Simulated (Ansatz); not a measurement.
# ClFH₄HfN₂: a ladder of functionals and wavefunction methods

One table from this session's results is given with a row withheld; the runs are named, their logs left out.

Program: Ansatz 0.2.0, Gaussian basis. Level of theory: functionals in def2-TZVPP, the program's frozen cores in correlated methods. These are calculated values, not measurements.

Levels to be run: LDA (SPW92), PBE-D4, revPBE-D4, BLYP-D4, r2SCAN-D4, B97M-V, PBE0-D4, B3LYP-D4, r2SCANh-D4, r2SCAN0-D4, HSE06-D4, BHLYP-D4, CAM-B3LYP-D4, LC-ωPBE, ωB97X-V, ωB97M-V, B2PLYP, PBE-QIDH; CCSD(T)/def2-SVP; CCSD(T)/def2-TZVPP; MP2/def2-QZVPP; extrapolation to the limit; RPA on PBE.

### The geometry

All runs share one geometry, relaxed beforehand with PBE0-D4 in a triple-zeta def2 set. Hf takes the def2 core potential; no spin-orbit term is included.

SMILES `[NH2][Hf]([NH2])([F])[Cl]`, 9 atoms, charge 0, spin multiplicity 1.

Atoms are counted from 1 here; the program's logs count them from 0.

Bond lengths: N1–Hf2 2.016 Å, N1–H6 1.011 Å, N1–H7 1.011 Å, Hf2–N3 2.021 Å, Hf2–F4 1.910 Å, Hf2–Cl5 2.372 Å, N3–H8 1.010 Å, N3–H9 1.011 Å. Angles: Hf2–N1–H6 126.2°, Hf2–N1–H7 124.9°, H6–N1–H7 108.7°, N1–Hf2–N3 106.0°, N1–Hf2–F4 109.9°, N1–Hf2–Cl5 110.7°, N3–Hf2–F4 109.0°, N3–Hf2–Cl5 109.3°, F4–Hf2–Cl5 111.8°, Hf2–N3–H8 125.9°, Hf2–N3–H9 125.2°, H8–N3–H9 108.9°.

Set-up of the first run:

in.yaml

```yaml
crystal:
  periodic: [false, false, false]
  atoms:
    - {symbol: N, position_ang: [1.064993, 1.300011, -0.217226]}
    - {symbol: Hf, position_ang: [-0.305785, -0.125166, -0.609137]}
    - {symbol: N, position_ang: [-0.493851, -1.198467, 1.092664]}
    - {symbol: F, position_ang: [0.325351, -1.271078, -2.001179]}
    - {symbol: Cl, position_ang: [-2.397948, 0.850725, -1.154189]}
    - {symbol: H, position_ang: [2.029238, 1.299904, -0.520579]}
    - {symbol: H, position_ang: [0.869498, 2.179183, 0.242934]}
    - {symbol: H, position_ang: [-0.033420, -1.004160, 1.969815]}
    - {symbol: H, position_ang: [-1.058077, -2.030932, 1.196886]}
basis:
  gaussian: {orbitals: def2-TZVPP}
hamiltonian: {xc: lda}
output: {orbitals: {seedname: orbitals}}
```

Among the steps run: LDA; PBE-D4 (GGA); revPBE-D4 (GGA); BLYP-D4 (GGA); r2SCAN-D4 (meta-GGA); B97M-V (meta-GGA); PBE0-D4 (hybrid); B3LYP-D4 (hybrid); r2SCANh-D4 (hybrid); r2SCAN0-D4 (hybrid); HSE06-D4 (hybrid); BHLYP-D4 (hybrid); CAM-B3LYP-D4 (range-separated); LC-ωPBE (range-separated); ωB97X-V (range-separated); ωB97M-V (range-separated); B2PLYP (double hybrid); PBE-QIDH (double hybrid).

One table of the session follows, with a row left open; its other results are not shown here.

It belongs to the step «Frontier levels by functional». 

```
  functional  HOMO (eV)  gap (eV)
 LDA (SPW92)      -6.46      4.86
      PBE-D4      -6.25      4.94
   revPBE-D4      -6.17      4.98
     BLYP-D4      -6.11      4.91
   r2SCAN-D4      -6.56      5.49
      B97M-V      -6.59      5.54
     PBE0-D4      -7.67      7.26
    B3LYP-D4      -7.41      6.75
  r2SCANh-D4      -7.09      6.34
  r2SCAN0-D4          ?         ?
    HSE06-D4      -7.26      6.47
    BHLYP-D4      -8.97      9.22
CAM-B3LYP-D4      -9.10      9.50
     LC-ωPBE     -10.53     12.12
     ωB97X-V     -10.13     11.51
     ωB97M-V     -10.02     10.94
```

Q: Estimate the row for r2SCAN0-D4 from the others.

Worked estimate for «HOMO (eV)». Against the share of exact exchange, r2SCAN-D4 (0, -6.56), r2SCANh-D4 (0.1, -7.09) give a slope of -5.30 per unit share; at 0.25 the line stands at -7.88.

**Answer.** HOMO (eV): -7.89; gap (eV): 7.63. In «HOMO (eV)» the line misses by +0.01.
